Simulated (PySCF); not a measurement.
**C7H14BClO: NMR shifts in solvents**

Aim: compute the NMR shifts of C7H14BClO (`COB1CC[C@@H](C)[C@H](Cl)C1`), and see what a dielectric continuum does where one was used.

Programs: PySCF 2.14.0, with density-fitted response routines of our own. Each step states its level of theory. These are calculated values for one molecule, in the gas phase or a continuum, unless marked as measured. Atoms count from 0, in the outputs and in this text.

### Step 1. Starting geometry

24 atoms, charge 0, multiplicity 1; geometry from: GFN2-xTB. The atoms were then displaced at random by about 0.01 Å, so the start is not that level's minimum.

Bonds of the start (Å): C0–O1 1.44, O1–B2 1.34, B2–C3 1.56, C3–C4 1.57, C4–C5 1.53, C5–C6 1.52, C5–C7 1.54, C7–Cl8 1.83, C7–C9 1.51, C9–B2 1.61, C0–H10 1.08, C0–H11 1.07, C0–H12 1.07, C3–H13 1.07, C3–H14 1.09, C4–H15 1.07, C4–H16 1.10, C5–H17 1.10, C6–H18 1.09, C6–H19 1.10, C6–H20 1.10, C7–H21 1.11, C9–H22 1.07, C9–H23 1.09.

### Step 2. Geometry optimisation at PBE0-D3(BJ)/def2-SVP

The job: settings as JSON, then the geometry in Å.

```
{"job": {"xc": "PBE0", "basis": "def2-SVP", "d3": "d3bj", "grid": 1, "shake": 0.01, "kind": "geom"}, "charge": 0, "multiplicity": 1}
C      3.675650    -0.439790     0.033100
O      2.628470     0.499910    -0.286100
B      1.316120     0.362720    -0.039830
C      0.408030     1.577390    -0.415710
C     -1.057970     1.113910    -0.726060
C     -1.612460     0.175980     0.352170
C     -3.077040    -0.106470     0.084840
C     -0.766660    -1.107320     0.340000
Cl    -1.485410    -2.309940     1.513970
C      0.673070    -0.891570     0.729640
H      4.564000     0.149530     0.202950
H      3.811090    -1.094670    -0.805390
H      3.394090    -0.984890     0.913660
H      0.741330     2.159440    -1.244180
H      0.340080     2.250050     0.439630
H     -1.076540     0.624590    -1.674010
H     -1.711790     1.999850    -0.790640
H     -1.517000     0.649270     1.343270
H     -3.212860    -0.592890    -0.881630
H     -3.532380    -0.746590     0.852370
H     -3.662410     0.828650     0.071610
H     -0.851470    -1.609090    -0.645770
H      0.729620    -0.670830     1.772640
H      1.218150    -1.817640     0.554850
```

Started as:

```console
OMP_NUM_THREADS=1 python probes_run.py task.json out
```

The driver reads the jobs from task.json and runs them one after another.

Log:

```text
step   0  E = -834.51710575  max force = 0.038349
step   1  E = -834.52619271  max force = 0.006123
step   2  E = -834.52643759  max force = 0.002947
step   3  E = -834.52654438  max force = 0.000741
step   4  E = -834.52656190  max force = 0.000497
step   5  E = -834.52658103  max force = 0.000572
step   6  E = -834.52663161  max force = 0.001108
step   7  E = -834.52669953  max force = 0.001139
step   8  E = -834.52670587  max force = 0.000706
step   9  E = -834.52674811  max force = 0.000626
step  10  E = -834.52675253  max force = 0.000427
optimisation converged
```

Wall time 5.7 min (1 thread of Intel Xeon Platinum 8488C, shared host); peak memory 0.94 GiB.

Step by step:

```csv
step,energy from step 0 (eV),largest force component (eV/Å)
0,0.0000,1.9720
1,-0.2473,0.3149
2,-0.2539,0.1515
3,-0.2568,0.0381
4,-0.2573,0.0256
5,-0.2578,0.0294
6,-0.2592,0.0570
7,-0.2611,0.0586
8,-0.2612,0.0363
9,-0.2624,0.0322
10,-0.2625,0.0220
```

Close pairs (by a distance rule), those that changed most:

```csv
bond,before (Å),after (Å),change (Å)
C3–C4,1.569,1.527,-0.041
C9–H22,1.068,1.108,+0.041
C4–H15,1.067,1.106,+0.039
C0–O1,1.443,1.405,-0.037
C3–H13,1.066,1.101,+0.035
C0–H11,1.073,1.102,+0.030
C0–H12,1.073,1.102,+0.029
B2–C9,1.606,1.583,-0.023
```

The end geometry stands in the next job.

```csv
at the end point,value
point group (found at 0.08 Å tolerance),C1
"rotational constants (GHz, main isotopes)","1.618, 0.730, 0.521"
dipole moment (D),1.80
```

### Step 3. Shielding tensors: PBE0/pcSseg-1 in benzene

The job: settings as JSON, then the geometry in Å.

```
{"job": {"kind": "nmr", "xc": "PBE0", "basis": "pcSseg-1", "solvent": "benzene", "pop": true}, "charge": 0, "multiplicity": 1}
C      3.764627    -0.473615    -0.118956
O      2.817635     0.502577    -0.472552
B      1.491951     0.389145    -0.217508
C      0.552984     1.595939    -0.580944
C     -0.889236     1.169836    -0.847137
C     -1.452916     0.183729     0.184711
C     -2.922432    -0.095025    -0.096621
C     -0.602795    -1.086698     0.191722
Cl    -1.279795    -2.312306     1.349936
C      0.860102    -0.856948     0.526886
H      4.764487    -0.087403    -0.361757
H      3.611111    -1.410861    -0.678338
H      3.733589    -0.704078     0.958319
H      0.964181     2.197851    -1.406111
H      0.576762     2.260925     0.306099
H     -0.963914     0.700354    -1.845368
H     -1.556592     2.046853    -0.886430
H     -1.365776     0.640168     1.189234
H     -3.049481    -0.545444    -1.095211
H     -3.349332    -0.786527     0.642162
H     -3.503602     0.839238    -0.075987
H     -0.694453    -1.573465    -0.793071
H      0.929143    -0.609949     1.605078
H      1.427647    -1.792157     0.404176
```

Method: GIAO PBE0/pcSseg-1 NMR shielding, non-relativistic, IEF-PCM benzene.

Log:

```text
coarse grid: 20080 points
cycle   1  E = -834.6893007111  dE =  1.098e+00  |g| = 6.692e-01  |ddm| = 4.243e+00
cycle   2  E = -834.6250188406  dE =  6.428e-02  |g| = 9.116e-01  |ddm| = 1.287e+00
cycle   3  E = -834.7840269049  dE = -1.590e-01  |g| = 1.347e-01  |ddm| = 7.846e-01
cycle   4  E = -834.7873993090  dE = -3.372e-03  |g| = 3.680e-02  |ddm| = 1.187e-01
cycle   5  E = -834.7876871657  dE = -2.879e-04  |g| = 8.905e-03  |ddm| = 3.644e-02
cycle   6  E = -834.7877046800  dE = -1.751e-05  |g| = 2.737e-03  |ddm| = 1.212e-02
cycle   7  E = -834.7877061881  dE = -1.508e-06  |g| = 6.639e-04  |ddm| = 2.867e-03
final grid: 187832 points
cycle   8  E = -834.8550460128  dE = -6.452e-05  |g| = 1.170e-02  |ddm| = 3.990e-02
cycle   9  E = -834.8550207233  dE =  2.529e-05  |g| = 1.632e-02  |ddm| = 1.978e-02
cycle  10  E = -834.8550747059  dE = -5.398e-05  |g| = 2.047e-03  |ddm| = 1.227e-02
cycle  11  E = -834.8550755099  dE = -8.040e-07  |g| = 2.842e-04  |ddm| = 1.724e-03
cycle  12  E = -834.8550755252  dE = -1.537e-08  |g| = 8.007e-05  |ddm| = 2.969e-04
cycle  13  E = -834.8550755265  dE = -1.212e-09  |g| = 3.198e-05  |ddm| = 1.141e-04
cycle  14  E = -834.8550755267  dE = -2.360e-10  |g| = 6.145e-06  |ddm| = 3.070e-05
converged SCF energy = -834.8550755267

GIAO shielding tensors (ppm)
atom      isotropic    diamagn.    paramagn.     s11        s22        s33       span
  0 C      130.462     241.464    -111.002    105.689    106.245    179.453     73.764
  1 O      177.599     390.627    -213.028     -8.898    190.416    351.279    360.177
  2 B       47.966     192.253    -144.288      5.787     45.593     92.517     86.730
  3 C      164.652     252.388     -87.736    157.157    161.736    175.062     17.905
  4 C      150.908     248.533     -97.625    133.161    146.249    173.314     40.153
  5 C      141.494     247.386    -105.892    132.609    141.286    150.586     17.976
  6 C      162.336     245.026     -82.689    148.058    153.971    184.980     36.922
  7 C      109.986     246.344    -136.358     69.552    114.887    145.519     75.967
  8 Cl     753.167    1148.318    -395.151    562.067    650.977   1046.458    484.391
  9 C      152.765     255.300    -102.535    135.434    151.443    171.416     35.982
 10 H       27.389      25.185       2.204     23.211     25.600     33.355     10.144
 11 H       27.460      27.964      -0.504     23.610     25.966     32.803      9.194
 12 H       27.713      27.582       0.131     23.661     26.385     33.092      9.431
 13 H       30.371      30.674      -0.303     25.273     29.113     36.726     11.453
 14 H       30.592      31.124      -0.531     26.494     29.055     36.228      9.734
 15 H       30.347      32.470      -2.123     26.205     30.060     34.777      8.572
 16 H       29.536      31.696      -2.161     23.428     29.560     35.619     12.191
 17 H       29.970      32.910      -2.940     28.124     28.766     33.020      4.896
 18 H       30.692      29.235       1.457     27.478     27.957     36.641      9.163
 19 H       29.306      29.175       0.131     23.110     30.221     34.587     11.478
 20 H       30.291      28.518       1.773     25.697     27.779     37.397     11.699
 21 H       27.812      32.238      -4.426     24.997     27.786     30.653      5.656
 22 H       30.296      32.150      -1.854     26.524     29.969     34.395      7.871
 23 H       29.383      33.020      -3.637     23.785     29.415     34.949     11.164
```

It took 94 s on 1 thread of Intel Xeon Platinum 8488C, shared host; peak memory 1.3 GiB.

Shifts follow as δ = σ(reference) − σ, with reference shieldings (ppm) from runs at the same level and on the same kind of geometry: 1H TMS 31.25, 13C TMS 184.9, 17O H2O 338.8, 11B BF3·OEt2 101.0. The references are single molecules in the same continuum, so shifts against H2O, NH3, PH3, H3PO4 or CFCl3 are not on the usual liquid scales and can be off by tens of ppm. Atoms listed in one row are averaged.

```csv
atoms,environment,σ (ppm),δ (ppm)
C7,sp3 CH bonded to Cl,110.0,74.9
C0,methyl carbon bonded to O,130.5,54.4
C5,sp3 CH in a ring,141.5,43.4
C4,sp3 CH2 in a ring,150.9,34.0
C9,sp3 CH2 bonded to B,152.8,32.1
C6,methyl carbon,162.3,22.5
C3,sp3 CH2 bonded to B,164.7,20.2
"H10, H11, H12",hydrogen on a methyl carbon bonded to O,27.52,3.73
H21,hydrogen on an sp3 CH bonded to Cl,27.81,3.44
H23,hydrogen on an sp3 CH2 bonded to B,29.38,1.87
H16,hydrogen on an sp3 CH2 in a ring,29.54,1.72
H17,hydrogen on an sp3 CH in a ring,29.97,1.28
"H18, H19, H20",hydrogen on a methyl carbon,30.10,1.16
H22,hydrogen on an sp3 CH2 bonded to B,30.30,0.96
H15,hydrogen on an sp3 CH2 in a ring,30.35,0.91
H13,hydrogen on an sp3 CH2 bonded to B,30.37,0.88
H14,hydrogen on an sp3 CH2 bonded to B,30.59,0.66
O1,"oxygen bonded to C, B",177.6,161.2
B2,"boron bonded to 2 C, O, in a 6-membered ring",48.0,53.1
Cl8,chlorine bonded to C,753,–
```

Charges from the same density, by scheme (e):

```csv
atoms,Mulliken,IAO,Hirshfeld,ESP fit
C0,-0.05,-0.20,-0.03,-0.02
O1,-0.48,-0.37,-0.17,-0.50
B2,0.61,0.40,0.22,0.68
C3,-0.42,-0.42,-0.15,-0.48
C4,-0.18,-0.24,-0.06,0.00
C5,-0.32,-0.10,-0.03,0.25
C6,-0.19,-0.41,-0.12,-0.65
C7,-0.23,-0.06,0.02,-0.35
Cl8,-0.16,-0.17,-0.09,-0.18
C9,-0.39,-0.43,-0.15,-0.18
```

Mayer bond orders: C0–O1 0.88, O1–B2 1.26, B2–C3 0.98, C3–C4 1.06, C4–C5 0.99, C5–C6 1.05, C5–C7 0.94, C7–Cl8 0.98, C7–C9 1.01, C9–B2 0.93.

Ring of atoms B2, C3, C4, C5, C7, C9: NICS(0) -0.8, NICS(1) -2.0, NICS(1)zz 3.0 ppm (means of both faces).

### Step 4. Shielding tensors: PBE0/pcSseg-1 in chloroform

Settings changed since step 3:

```diff
@@ -1,2 +1,2 @@
-{"job": {"kind": "nmr", "xc": "PBE0", "basis": "pcSseg-1", "solvent": "benzene", "pop": true}, "charge": 0, "multiplicity": 1}
+{"job": {"kind": "nmr", "xc": "PBE0", "basis": "pcSseg-1", "solvent": "chloroform", "pop": false}, "charge": 0, "multiplicity": 1}
 C      3.764627    -0.473615    -0.118956
```

Level: GIAO PBE0/pcSseg-1 NMR shielding, non-relativistic, IEF-PCM chloroform.

Log:

```text
coarse grid: 20080 points
cycle   1  E = -834.6925669256  dE =  1.095e+00  |g| = 6.663e-01  |ddm| = 4.242e+00
cycle   2  E = -834.6317058173  dE =  6.086e-02  |g| = 8.998e-01  |ddm| = 1.269e+00
cycle   3  E = -834.7862524584  dE = -1.545e-01  |g| = 1.313e-01  |ddm| = 7.688e-01
cycle   4  E = -834.7894359089  dE = -3.183e-03  |g| = 3.624e-02  |ddm| = 1.151e-01
cycle   5  E = -834.7897157968  dE = -2.799e-04  |g| = 8.433e-03  |ddm| = 3.467e-02
cycle   6  E = -834.7897313296  dE = -1.553e-05  |g| = 2.555e-03  |ddm| = 1.103e-02
cycle   7  E = -834.7897326371  dE = -1.308e-06  |g| = 5.987e-04  |ddm| = 2.589e-03
final grid: 187832 points
cycle   8  E = -834.8570602759  dE = -6.462e-05  |g| = 1.169e-02  |ddm| = 3.982e-02
cycle   9  E = -834.8570357811  dE =  2.449e-05  |g| = 1.620e-02  |ddm| = 1.969e-02
cycle  10  E = -834.8570890157  dE = -5.323e-05  |g| = 2.007e-03  |ddm| = 1.206e-02
cycle  11  E = -834.8570897800  dE = -7.642e-07  |g| = 2.824e-04  |ddm| = 1.661e-03
cycle  12  E = -834.8570897950  dE = -1.499e-08  |g| = 8.224e-05  |ddm| = 2.948e-04
cycle  13  E = -834.8570897962  dE = -1.276e-09  |g| = 3.205e-05  |ddm| = 1.120e-04
cycle  14  E = -834.8570897965  dE = -2.312e-10  |g| = 6.073e-06  |ddm| = 3.016e-05
converged SCF energy = -834.8570897965

GIAO shielding tensors (ppm)
atom      isotropic    diamagn.    paramagn.     s11        s22        s33       span
  0 C      130.422     241.465    -111.043    105.466    105.958    179.843     74.377
  1 O      178.890     390.802    -211.913     -6.167    191.203    351.634    357.800
  2 B       47.957     192.127    -144.170      5.775     45.692     92.404     86.628
  3 C      164.795     252.538     -87.743    157.270    161.877    175.239     17.969
  4 C      151.184     248.506     -97.323    133.265    146.653    173.633     40.368
  5 C      141.587     247.349    -105.763    132.742    141.181    150.836     18.094
  6 C      162.585     245.159     -82.574    148.271    154.242    185.241     36.970
  7 C      109.323     246.583    -137.260     67.868    114.279    145.822     77.954
  8 Cl     760.147    1148.434    -388.287    571.494    660.013   1048.935    477.441
  9 C      152.793     255.358    -102.565    135.321    151.579    171.478     36.157
 10 H       27.374      25.144       2.230     23.183     25.569     33.371     10.188
 11 H       27.405      27.878      -0.473     23.548     25.906     32.761      9.213
 12 H       27.660      27.498       0.162     23.604     26.330     33.048      9.444
 13 H       30.412      30.711      -0.298     25.317     29.163     36.757     11.439
 14 H       30.559      31.118      -0.560     26.454     29.026     36.196      9.743
 15 H       30.303      32.436      -2.132     26.143     30.012     34.755      8.612
 16 H       29.523      31.669      -2.146     23.393     29.550     35.625     12.233
 17 H       29.933      32.900      -2.966     28.088     28.729     32.984      4.896
 18 H       30.661      29.231       1.430     27.440     27.926     36.616      9.176
 19 H       29.380      29.266       0.113     23.193     30.300     34.646     11.454
 20 H       30.261      28.504       1.756     25.649     27.751     37.383     11.734
 21 H       27.711      32.204      -4.493     24.913     27.658     30.561      5.648
 22 H       30.256      32.135      -1.880     26.470     29.931     34.366      7.896
 23 H       29.333      32.985      -3.652     23.717     29.363     34.920     11.202
```

Run time: 80 s. Hardware: 1 thread of Intel Xeon Platinum 8488C, shared host; peak memory 1.3 GiB.

In short: δ C7 75.8, C0 54.7, C5 43.6, C4 34.0, H10 3.77, H21 3.54 ppm (means over like atoms).

### Step 5. Side by side: NMR shifts

Shifts (ppm) of some atoms, chosen among heavy atoms and hydrogens apart, with basis size and wall time:

```csv
run,C7,C0,C5,C9,H21,H13,O1,functions,time
PBE0/pcSseg-1 in benzene,74.9,54.4,43.4,32.1,3.44,0.88,161.2,247,94 s
PBE0/pcSseg-1 in chloroform,75.8,54.7,43.6,32.4,3.54,0.83,162.1,247,80 s
```

The continuum's effect on the ground state:

```csv
solvent,ε,polarisation energy (Eh),μ (D)
benzene,2.27,-0.0036,2.15
chloroform,4.71,-0.0059,2.26
```

### Step 6. Summary of results

| quantity | value |
| --- | --- |
| point group | C1 |
| rotational constants (main isotopes) | 1.62, 0.73, 0.52 GHz |
| 13C shifts against TMS (PBE0/pcSseg-1, benzene) | 74.9, 54.4, 43.4, 34.0, 32.1, 22.5, 20.2 ppm |
| 1H shifts against TMS (PBE0/pcSseg-1, benzene, means over atoms taken as alike) | 3.73, 3.44, 1.87, 1.72, 1.28, 1.16, 0.96, 0.91, 0.88, 0.66 ppm |
| 17O shifts against H2O (PBE0/pcSseg-1, benzene) | 161.2 ppm |
| 11B shifts against BF3·OEt2 (PBE0/pcSseg-1, benzene) | 53.1 ppm |
| shieldings of Cl (PBE0/pcSseg-1, benzene) | Cl8 753.2 ppm |
| range of the shift of C7 | 74.9 to 75.8 ppm |

**Reading.** The optimisation took 10 steps and gained 0.263 eV; among the close pairs (by a distance rule), C3–C4 changed most, from 1.569 to 1.527 Å. C7 (sp3 CH bonded to Cl) lies farthest downfield among carbon, at 74.9 ppm; pulled downfield by the heteroatom. H10, H11, H12 (mean) (hydrogen on a methyl carbon bonded to O) lies farthest downfield among hydrogen, at 3.73 ppm; its carbon carries O, hence the downfield position. At PBE0/pcSseg-1: The widest tensor belongs to Cl8: span 484 ppm, with a paramagnetic part of -395 ppm. Among the atoms with a shift in every run: Across the 2 runs the shift of C7 moves most, between 74.9 (PBE0/pcSseg-1 in benzene) and 75.8 ppm (PBE0/pcSseg-1 in chloroform). Part of that comes from the computed reference. The continuum holds electrostatics alone: no hydrogen bonds to the solvent, and the gas-phase geometry is kept.
